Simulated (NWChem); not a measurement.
**One shape, several levels: doublet BNH3OF+**

We compute a comparison of 6 runs (UHF/STO-3G, UB3LYP/6-31G*, UB3LYP/6-311+G**, UM06-2X/6-311+G**, UMP2/6-311+G**) of doublet BNH3OF+. 

Program for the calculation: NWChem 7.3.0.

38 further runs of the same task are left out: 1 that didn't finish, 37 set aside as unsound or not needed.

### Step 1. The structure to begin with

BNH3OF+ has 7 atoms, charge +1, and is taken as a doublet. SMILES of the parent species: `NB(O)F`. The shape is that of a PBE0-D4/def2-TZVP optimisation. This is one conformer, not always the lowest. That shape belongs to the parent species and isn't relaxed for this state.

Bond lengths: N1–B2 1.406 Å, B2–O3 1.363 Å, B2–F4 1.337 Å, N1–H5 1.004 Å, N1–H6 1.003 Å, O3–H7 0.957 Å. Angles: N1–B2–O3 125.7°, N1–B2–F4 118.3°, O3–B2–F4 116.0°, B2–N1–H5 121.1°, B2–N1–H6 124.7°, B2–O3–H7 114.6°, H5–N1–H6 114.2°.

### Step 2. The energy at UHF/STO-3G (run 1)

Input file bfh3no.nw:

```
start bfh3no
title "BFH3NO energy"
memory stack 880 mb heap 220 mb global 1100 mb
charge 1

geometry units angstroms noautosym nocenter noautoz
  N       -0.531800       0.753400      -0.032100
  B        0.039300      -0.505700      -0.288800
  O        1.106300      -1.044300       0.367000
  F       -0.494800      -1.258200      -1.256300
  H       -1.320400       1.081700      -0.559700
  H       -0.210100       1.394300       0.668500
  H        1.472700      -0.489200       1.055700
end

basis spherical bse
  * library STO-3G
end

scf
  doublet
  uhf
  thresh 1e-08
  maxiter 80
  print low
end

task scf
```

Command:

```sh
$ nwchem bfh3no.nw > bfh3no.out
```

Standard output:

```text
[...]
  functions       =    23
[...]
  wavefunction    = UHF
[...]
         Total SCF energy =   -251.609924276646
      One electron energy =   -567.891397170406
      Two electron energy =    201.622759181570
 Nuclear repulsion energy =    114.658713712190
                       Sz =      0.5000
                 Sz(Sz+1) =      0.7500
                      S^2 =      0.7694
[...]
```

Wall time 2.3 s (1 thread of Intel Xeon Platinum 8259CL at 2.50GHz (Skylake/Cascade Lake), shared host); peak memory 0.098 GiB.

### Step 3. A single-point energy at UB3LYP/6-31G(d) (spherical functions) (run 2)

Input file run.py:

```python
from ase import Atoms
from ase.calculators.nwchem import NWChem

molecule = Atoms(['N', 'B', 'O', 'F', 'H', 'H', 'H'], positions=[
    [-0.531800, 0.753400, -0.032100],
    [0.039300, -0.505700, -0.288800],
    [1.106300, -1.044300, 0.367000],
    [-0.494800, -1.258200, -1.256300],
    [-1.320400, 1.081700, -0.559700],
    [-0.210100, 1.394300, 0.668500],
    [1.472700, -0.489200, 1.055700],
])

calc = NWChem(
    label='bfh3no',
    theory='dft',
    memory='2200 mb',
    basis='6-31G*',
    basispar='spherical bse',
    charge=1,
    dft={'xc': 'b3lyp', 'mult': '2', 'grid': 'xfine', 'convergence': 'energy 1e-08', 'iterations': '100', 'mulliken': None},
    task='energy',
)
molecule.calc = calc

e = molecule.get_potential_energy()
print(f"E = {e:.6f} eV")
```

Command:

```sh
$ export ASE_NWCHEM_COMMAND="nwchem PREFIX.nwi > PREFIX.nwo"
$ python run.py
```

Standard output:

```text
E = -6972.483629 eV
```

The calculator wrote bfh3no.nwi:

```
title "bfh3no"

permanent_dir bfh3no

scratch_dir bfh3no

start bfh3no

geometry units angstrom nocenter noautosym noautoz
  N  -5.3180000000000005e-01 7.5339999999999996e-01 -3.2099999999999997e-02
  B  3.9300000000000002e-02 -5.0570000000000004e-01 -2.8880000000000000e-01
  O  1.1063000000000001e+00 -1.0443000000000000e+00 3.6699999999999999e-01
  F  -4.9480000000000002e-01 -1.2582000000000000e+00 -1.2563000000000000e+00
  H  -1.3204000000000000e+00 1.0817000000000001e+00 -5.5969999999999998e-01
  H  -2.1010000000000001e-01 1.3943000000000001e+00 6.6849999999999998e-01
  H  1.4726999999999999e+00 -4.8920000000000002e-01 1.0557000000000001e+00
end

charge 1

memory 2200 mb

basis spherical bse noprint
   * library 6-31G*
end

dft
  xc b3lyp
  mult 2
  grid xfine
  convergence energy 1e-08
  iterations 100
  mulliken
end

task dft energy
```

bfh3no.nwo:

```text
Northwest Computational Chemistry Package (NWChem) 7.3.0
             --------------------------------------------------------

           Job information
           ---------------

    nwchem branch   = 7.3.0
    use scalapack   = T
    input           = bfh3no.nwi
    prefix          = bfh3no.
    data base       = bfh3no/bfh3no.db
    status          = startup
    nproc           =        1

           Memory information
           ------------------

    heap     =     72089596 doubles =      550.0 Mbytes
    stack    =     72089601 doubles =      550.0 Mbytes
    global   =    144179200 doubles =     1100.0 Mbytes (distinct from heap & stack)
    total    =    288358397 doubles =     2200.0 Mbytes
    verify   = yes
    hardfail = no

           Directory information
           ---------------------

  0 permanent = bfh3no
  0 scratch   = bfh3no

                                NWChem Input Module
                                -------------------

                                      bfh3no
                                      ------

[... 29 lines left out ...]
            Nuclear Dipole moment (a.u.)
[... 67 lines left out ...]
  convergence criterion.
[... 16 lines left out ...]
          Convergence on density requested:  1.00D-05
[... 25 lines left out ...]
          Spatial weights used:  Erf1
[... 3 lines left out ...]
          Convergence aids based upon iterative change in
[... 92 lines left out ...]
         Total DFT energy =     -256.234049322900
[... 1 line left out ...]
           Coulomb energy =      231.445269017950
[... 1 line left out ...]
 Nuclear repulsion energy =      114.658713712190
[... 441 lines left out ...]
                     DFT Final Beta Molecular Orbital Analysis
[... 514 lines left out ...]
   alpha     51     52     53     54     55     56     57     58     59     60
    beta     51     52     53     54     55     56     58     57     59     60
 overlap   0.996  0.996  0.978  0.984  0.999  0.938  0.936  1.000  1.000  1.000

   alpha     61     62
    beta     61     62
 overlap   1.000  1.000

     --------------------------
     Expectation value of S2:
     --------------------------
      <S2> =      0.7599 (Exact =     0.7500)

 center of mass
 --------------
 x =   0.03664797 y =  -1.00805969 z =  -0.61321515

 moments of inertia (a.u.)
 ------------------
         257.300060140699          51.028492532821         -74.937904920194
          51.028492532821         216.023529532997         -50.236424840598
         -74.937904920194         -50.236424840598         271.027482572159

     Multipole analysis of the density
     ---------------------------------

     L   x y z        total         alpha         beta         nuclear
     -   - - -        -----         -----         ----         -------
     0   0 0 0      1.000000    -16.000000    -15.000000     32.000000

     1   1 0 0     -0.223008     -0.750203     -1.009720      1.536914
[... 8 lines of this table left out ...]
     2   0 0 2    -12.896934    -38.273544    -37.406336     62.782946

 Task  times  cpu:       56.5s     wall:       56.5s
 Total times  cpu:       56.5s     wall:       56.5s
```

Run time: 58 s. Hardware: 1 thread of Intel Xeon Platinum 8259CL at 2.50GHz (Skylake/Cascade Lake), shared host; peak memory 0.13 GiB.

Runs 3 to 5 aren't shown in full; the table further down has their settings and results.

### Step 4. A single-point energy at UMP2/6-311+G(d,p) (run 6)

Input file run.py:

```python
from ase import Atoms
from ase.calculators.nwchem import NWChem

mol = Atoms('NBOFHHH', positions=[
    [-0.531800, 0.753400, -0.032100],
    [0.039300, -0.505700, -0.288800],
    [1.106300, -1.044300, 0.367000],
    [-0.494800, -1.258200, -1.256300],
    [-1.320400, 1.081700, -0.559700],
    [-0.210100, 1.394300, 0.668500],
    [1.472700, -0.489200, 1.055700],
])

calc = NWChem(
    label='sp',
    theory='mp2',
    memory='2200 mb',
    basis='6-311+G**',
    basispar='spherical bse',
    charge=1,
    scf={'nopen': '1', 'uhf': None, 'thresh': '1e-08', 'maxiter': '80', 'print': 'low'},
    mp2={'freeze': 'core 4', 'tight': None},
    task='energy',
)
mol.calc = calc

e = mol.get_potential_energy()
print(f"E = {e:.6f} eV")
```

Command:

```sh
$ export ASE_NWCHEM_COMMAND="nwchem PREFIX.nwi > PREFIX.nwo"
$ python run.py
```

Standard output:

```text
E = -6958.081621 eV
```

The calculator wrote sp.nwi:

```
title "sp"

permanent_dir sp

scratch_dir sp

start sp

geometry units angstrom nocenter noautosym noautoz
  N  -5.3180000000000005e-01 7.5339999999999996e-01 -3.2099999999999997e-02
  B  3.9300000000000002e-02 -5.0570000000000004e-01 -2.8880000000000000e-01
  O  1.1063000000000001e+00 -1.0443000000000000e+00 3.6699999999999999e-01
  F  -4.9480000000000002e-01 -1.2582000000000000e+00 -1.2563000000000000e+00
  H  -1.3204000000000000e+00 1.0817000000000001e+00 -5.5969999999999998e-01
  H  -2.1010000000000001e-01 1.3943000000000001e+00 6.6849999999999998e-01
  H  1.4726999999999999e+00 -4.8920000000000002e-01 1.0557000000000001e+00
end

charge 1

memory 2200 mb

basis spherical bse noprint
   * library 6-311+G**
end

scf
  nopen 1
  uhf
  thresh 1e-08
  maxiter 80
  print low
end
mp2
  freeze core 4
  tight
end

task mp2 energy
```

sp.nwo:

```text
Northwest Computational Chemistry Package (NWChem) 7.3.0
             --------------------------------------------------------

           Job information
           ---------------

    nwchem branch   = 7.3.0
    use scalapack   = T
    input           = sp.nwi
    prefix          = sp.
    data base       = sp/sp.db
    status          = startup
    nproc           =        1

           Memory information
           ------------------

    heap     =     72089596 doubles =      550.0 Mbytes
    stack    =     72089601 doubles =      550.0 Mbytes
    global   =    144179200 doubles =     1100.0 Mbytes (distinct from heap & stack)
    total    =    288358397 doubles =     2200.0 Mbytes
    verify   = yes
    hardfail = no

           Directory information
           ---------------------

  0 permanent = sp
  0 scratch   = sp

                                NWChem Input Module
                                -------------------

                                        sp
                                        --

[... 29 lines left out ...]
            Nuclear Dipole moment (a.u.)
[... 69 lines left out ...]
       Final UHF  results
[... 2 lines left out ...]
         Total SCF energy =   -255.071573313567
      One electron energy =   -571.228357079927
      Two electron energy =    201.498070054169
 Nuclear repulsion energy =    114.658713712190
[... 48 lines left out ...]
 Semi-direct pass number   1 of   1  for UHF beta        at       50.8s
 Done moints_semi at       54.8s
 Done maket at       55.1s
 Done multipass loop at       55.1s

          -------------------------------------------
          SCF energy                -255.071573313567
          Correlation energy          -0.633211983429
          Singlet pairs                0.000000000000
          Triplet pairs                0.000000000000
          Total MP2 energy          -255.704785296997
          -------------------------------------------

          ---------------------------------------------------
                    Spin Component Scaled (SCS) MP2
          Same spin pairs                     -0.166980186090
          Same spin scaling factor             0.333333333333
          Opposite spin pairs                 -0.466231797340
          Opposite spin scaling fact.          1.200000000000
          SCS-MP2 correlation energy          -0.615138218837
          Total SCS-MP2 energy              -255.686711532405
          ---------------------------------------------------

 -----------------------
 Task  times  cpu:       55.1s     wall:       55.1s
 Total times  cpu:       55.1s     wall:       55.1s
```

It took 56 s on 1 thread of Intel Xeon Platinum 8259CL at 2.50GHz (Skylake/Cascade Lake), shared host; peak memory 0.32 GiB.

### Step 5. Overview of the runs

| run | level | iteration cap | module | energy (Eh) | ⟨S²⟩ | wall time |
| --- | --- | --- | --- | --- | --- | --- |
| 1 | UHF/STO-3G | 80 | scf | -251.609924 | 0.769 | 2.3 s |
| 2 | UB3LYP/6-31G* (spherical functions) | 100 | dft | -256.234049 | 0.760 | 58 s |
| 3 | UB3LYP/6-31G* (Cartesian functions) | 100 | dft | -256.237859 | 0.760 | 63 s |
| 4 | UB3LYP/6-311+G** | 100 | dft | -256.328175 | 0.760 | 53 s |
| 5 | UM06-2X/6-311+G** | 100 | dft | -256.220588 | 0.761 | 62 s |
| 6 | UMP2/6-311+G** | 80 | mp2 | -255.704785 | 0.760 | 56 s |

### Step 6. What came out

| quantity | value |
| --- | --- |
| run 6: total energy | -255.70479 Eh |
| run 6: correlation energy (4 core orbitals frozen) | -633.2 mEh |
| run 6: ⟨S²⟩ of the reference determinant | 0.760 |

In words: Totals of different functionals can't be ranked against each other. In run 1 the basis is minimal, so the values are rough. All runs together took 4.9 min, the longest 63 s.
